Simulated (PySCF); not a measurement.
# C8H7F: the cost of one run

Programs: PySCF 2.14.0, with density-fitted response routines of our own. Each step states its level of theory. These are calculated values for one molecule, in the gas phase or a continuum, unless marked as measured. Atoms are numbered from 0 throughout.

### Step 1. The starting structure

16 atoms, charge 0, multiplicity 1; geometry from: GFN2-xTB. The atoms were then displaced at random by about 0.01 Å, so the start is not that level's minimum.

Bonds of the start (Å): C0–C1 1.33, C1–C2 1.47, C2–C3 1.37, C3–C4 1.42, C4–C5 1.40, C5–C6 1.39, C6–F7 1.35, C6–C8 1.37, C8–C2 1.40, C0–H9 1.11, C0–H10 1.04, C1–H11 1.08, C3–H12 1.05, C4–H13 1.08, C5–H14 1.08, C8–H15 1.09.

### Step 2. Optimising the geometry at PBE0-D3(BJ)/def2-TZVP

The job: settings as JSON, then the geometry in Å.

```
{"job": {"xc": "PBE0", "basis": "def2-TZVP", "d3": "d3bj", "grid": 2, "shake": 0.01, "kind": "geom"}, "charge": 0, "multiplicity": 1}
C      2.753720     0.719480    -0.336420
C      1.872000    -0.273590    -0.302770
C      0.418320    -0.190130    -0.088980
C     -0.277510    -1.364430    -0.075310
C     -1.680500    -1.354610     0.120370
C     -2.343550    -0.143770     0.328630
C     -1.582880     1.013730     0.321840
F     -2.206450     2.201470     0.510820
C     -0.229890     1.026220     0.140940
H      2.428910     1.767030    -0.197790
H      3.774960     0.581180    -0.502700
H      2.255860    -1.275140    -0.436570
H      0.163370    -2.300270    -0.236230
H     -2.251810    -2.269840     0.140540
H     -3.409380    -0.115910     0.491870
H      0.295780     1.976210     0.132510
```

Run with:

```bash
$ OMP_NUM_THREADS=2 python probes_run.py task.json out
```

One launch serves the whole session: the jobs run in the order shown.

**Question.** How long does this first job take on 2 threads of Intel Xeon Platinum 8488C, shared host, and how much memory does it need?

About 3 min, with a peak of 2 GiB.
